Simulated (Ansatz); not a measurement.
LuRu3C, space group Pm-3m, a band structure

With Ansatz's Python interface.

Interactive session:
```pycon
>>> import warnings
>>> import ansatz as az
>>> import numpy as np
>>> warnings.simplefilter("ignore", az.DeckWarning)
>>> lattice = az.Lattice.of(
...     [4.102454, 0.0, 0.0],
...     [0.0, 4.102454, 0.0],
...     [0.0, 0.0, 4.102454],
... )
>>> sites = [
...     ("Lu", [0.5, 0.5, 0.5]),
...     ("Ru", [0.5, 0.0, 0.0]),
...     ("Ru", [0.0, 0.5, 0.0]),
...     ("Ru", [0.0, 0.0, 0.5]),
...     ("C", [0.0, 0.0, 0.0]),
... ]
>>> system = az.Crystal(lattice=lattice)
>>> for symbol, position in sites:
...     system = system.atom(symbol, position)
...
>>> len(system.resolved().sites)
5
>>> path = [
...     ("G", (0.0, 0.0, 0.0)),
...     ("X", (0.0, 0.5, 0.0)),
...     ("M", (0.5, 0.5, 0.0)),
...     ("G", (0.0, 0.0, 0.0)),
...     ("R", (0.5, 0.5, 0.5)),
...     ("X", (0.0, 0.5, 0.0)),
... ]
>>> setup = (
...     system.calculation()
...     .functional(az.Functional.PBESOL)
...     .basis(16 * az.Ha)
...     .kpoints(6, shift=0.5)
...     .occupations("Marzari-Vanderbilt", width=0.02)
...     .mixing("broyden", ndim=12, beta=0.6)
...     .scf(algorithm="density_mixing")
...     .band_structure([point for _, point in path], intervals=8)
...     .scf(extra_bands=6)
... )
>>> session = setup.session()
>>> planned = session.plan(threads=1)
>>> done = planned.execute()

>>> rep = done.report
>>> done.unlabelled_reasons
['no_forces']
>>> rep["kpoints_frac"][:4]
[[0.08333333333333333, 0.08333333333333333, 0.08333333333333333], [0.08333333333333333, 0.08333333333333333, 0.25], [0.08333333333333333, 0.08333333333333333, 0.41666666666666663], [0.08333333333333333, 0.25, 0.25]]
>>> for key in ("converged", "n_iterations", "n_electrons", "n_kpoints", "n_pw", "n_symmetry_ops", "free_energy_ev", "fermi_energy_ev"):
...     print(f"{key:18s} {rep[key]}")
...
converged          True
n_iterations       8
n_electrons        77.0
n_kpoints          10
n_pw               1365
n_symmetry_ops     48
free_energy_ev     -32308.912587274863
fermi_energy_ev    20.157971277730237
>>> bands = done.band_structure()
>>> fermi = bands.fermi_energy_ev
>>> print(f"zero of the bands: {fermi:.3f} eV, the Fermi level found on the SCF mesh")
zero of the bands: 20.158 eV, the Fermi level found on the SCF mesh
>>> for spin, channel in enumerate(bands.channels):
...     print("channel", spin, "- computed levels within 8 eV of the Fermi level")
...     for i, (label, _) in enumerate(path):
...         levels = channel.eigenvalues_ev[i * 8] - fermi
...         print(f"  {label:3s}", " ".join(f"{e:7.3f}" for e in levels if abs(e) < 8))
...
channel 0 - computed levels within 8 eV of the Fermi level
  G    -5.964  -4.402  -4.402  -4.402  -4.301  -4.301  -3.358  -3.358  -3.358  -3.349  -3.349  -3.349  -3.342  -2.302  -2.302  -2.302  -1.261  -1.261  -1.261  -0.503  -0.503   1.301   1.375   1.375   1.375   4.981   4.981   6.626
  X    -6.286  -4.316  -4.316  -4.068  -4.004  -3.797  -3.417  -3.417  -3.414  -3.375  -3.375  -3.243  -3.155  -2.909  -2.557  -2.557  -2.125  -0.990  -0.563  -0.452  -0.452   0.000   1.377   1.670   1.670   3.366   3.366   4.292
  M    -6.844  -6.844  -5.204  -3.445  -3.445  -3.403  -3.375  -3.375  -3.346  -3.276  -2.935  -2.430  -2.430  -2.218  -2.218  -2.060  -1.863  -1.863  -1.841  -0.860  -0.475  -0.315   0.038   2.444   2.444   2.843   3.817   4.002
  G    -5.964  -4.402  -4.402  -4.402  -4.301  -4.301  -3.358  -3.358  -3.358  -3.349  -3.349  -3.349  -3.342  -2.302  -2.302  -2.302  -1.261  -1.261  -1.261  -0.503  -0.503   1.301   1.375   1.375   1.375   4.981   4.981   6.626
  R    -7.500  -7.500  -7.500  -4.266  -3.345  -3.345  -3.345  -3.345  -3.336  -3.336  -3.336  -2.817  -2.817  -2.817  -2.082  -2.082  -2.082  -0.600  -0.600   1.129   1.129   1.129   1.527   1.527   1.527   3.115   3.115   3.115
  X    -6.286  -4.316  -4.316  -4.068  -4.004  -3.797  -3.417  -3.417  -3.414  -3.375  -3.375  -3.243  -3.155  -2.909  -2.557  -2.557  -2.125  -0.990  -0.563  -0.452  -0.452   0.000   1.377   1.670   1.670   3.366   3.366   4.292
```

Reading the output:
- These settings explore the input space; cutoff and mesh may be short of convergence.
- The computed bands are complete only to about 3.2 eV above the Fermi level.
- The mesh is modest for a metal, so energies can be off by several to tens of meV an atom and pressures by half a GPa or more; differences at equal mesh fare better.
- An absolute Fermi energy rests on an arbitrary zero of the periodic potential and has no direct meaning.
- The structure comes from a database of computed cells and needn't be a stable or known phase.
- Levels are Kohn-Sham eigenvalues on this mesh, without spin-orbit coupling.
- Timing: 5.5 s on 1 thread of Arm Neoverse V2, on a shared host, peak memory 0.4 GiB.

(Lines on the test bed's own set-up are left out of the output.)
